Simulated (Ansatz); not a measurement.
# TiHg3Sb2: the cost of one run

Computed with Ansatz 0.2.0 (DFT PBE, scalar-relativistic, plane waves, PAW, unless a step's input says otherwise).

### 1 The structure to begin with

Symmetry: P6mm, No. 183, hexagonal system. The conventional cell has a = 4.390 Å, b = 4.390 Å, c = 10.538 Å, α = 90.00°, β = 90.00°, γ = 120.00°. Ti (site symmetry 6mm) has 2 Hg at 2.49 to 2.66 Å in its first shell of neighbours. Hg (site symmetry 6mm) has 1 Hg at 2.15 Å in its first shell of neighbours. Hg (site symmetry 6mm) has 1 Hg at 2.15 Å and 1 Ti at 2.49 Å in its first shell of neighbours. Around Hg (site symmetry 6mm) lie 1 Ti at 2.66 Å. Around Sb (site symmetry 3m) lie 3 Sb at 2.53 Å.

As a file:

```cif
data_structure
_symmetry_space_group_name_H-M 'P 1'
_symmetry_Int_Tables_number 1
_cell_length_a 4.3903
_cell_length_b 4.3903
_cell_length_c 10.5380
_cell_angle_alpha 90.000
_cell_angle_beta 90.000
_cell_angle_gamma 120.000
_cell_volume 175.91
loop_
_atom_site_label
_atom_site_type_symbol
_atom_site_fract_x
_atom_site_fract_y
_atom_site_fract_z
_atom_site_occupancy
Ti1 Ti 0.00000 0.00000 0.98580 1
Hg1 Hg 0.00000 0.00000 0.54500 1
Hg2 Hg 0.00000 0.00000 0.74927 1
Hg3 Hg 0.00000 0.00000 0.23801 1
Sb1 Sb 0.33333 0.66667 0.40146 1
Sb2 Sb 0.66667 0.33333 0.40146 1
```

A structure generator made this guess: random cell by space group and Wyckoff sites (P6mm, No. 183). The dimensions are guesses.

### 2 The guess as it stands, on a coarse mesh

input.yaml reads:

```yaml
crystal:
  lattice:
    - [4.39032901, 0.0, 0.0]
    - [-2.19516451, 3.80213646, 0.0]
    - [0.0, 0.0, 10.53804548]
  atoms:
    - { symbol: Ti, position: [0.0, 0.0, 0.98580057] }
    - { symbol: Hg, position: [0.0, 0.0, 0.54499582] }
    - { symbol: Hg, position: [0.0, 0.0, 0.74926841] }
    - { symbol: Hg, position: [0.0, 0.0, 0.23801462] }
    - { symbol: Sb, position: [0.33333333, 0.66666667, 0.40145847] }
    - { symbol: Sb, position: [0.66666667, 0.33333333, 0.40145847] }
basis:
  ecutwfc: 420
kpoints:
  mp_grid: { grid: [6, 6, 2] }
hamiltonian:
  xc: pbe
scf:
  occupations: { method: gaussian, width: 0.1 }
  lower_state_search: "off"
output:
  forces: true
  stress: true
  eigenvalues: true
```

On the command line:

```bash
$ ansatz run input.yaml --threads 1 --pin off --max-ram 2560MiB --backend cpu --events-out ev --progress --plain --runs-dir out
```

Q: Estimate wall time and peak memory on 1 thread of Arm Neoverse N1, shared host.

About 26 s, with a peak of 0.44 GiB.
